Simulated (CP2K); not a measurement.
The system is HPbNO4.

```
H Pb N O
1.0
     4.27531    0.00000    0.00000
    -2.08455    5.20776    0.00000
    -2.11628   -1.90928    4.90140
H Pb N O
1 1 1 4
Direct
  0.99073 0.03330 0.90994
  0.50274 0.81989 0.14287
  0.00838 0.47408 0.50265
  0.99816 0.92741 0.02877
  0.19467 0.73435 0.60852
  0.81673 0.35882 0.24556
  0.01381 0.33121 0.65217
```

The cell was built by a generator and needn't be a form met in nature.

Base run:

| Property | Result |
| --- | --- |
| Program | CP2K 2026.2 |
| Functional | LDA |
| Potentials or basis | POTENTIAL_UZH H GTH-PBE-q1, Pb GTH-PBE-q4, N GTH-PBE-q5, O GTH-PBE-q6; TZVP-MOLOPT-PBE-GTH basis |
| Density cutoff | 13606 eV |
| k mesh | 8 × 6 × 6 |
| Occupations | fermi-dirac, width 0.05 eV |
| Spin | no spin polarisation |

Its results: band gap on the k mesh 2.69 eV, indirect (least direct gap 3.07 eV); pressure -0.9 GPa.

Task: The run is repeated on the same cell with these changes: functional from LDA to vdW-DF-cx. What comes out?

Result: Band gap on the k mesh 2.94 eV, indirect (least direct gap 3.19 eV); pressure 1.2 GPa.

Caveats: the potentials were made for another functional, which shifts forces and pressure; spin-orbit coupling is left out, which as a rule narrows the gap of such compounds by several tenths of an eV; the basis of atomic orbitals isn't converged, which shifts pressures, moduli and gaps.

A k mesh can miss the band edges.

Not every run made on this cell is shown here.
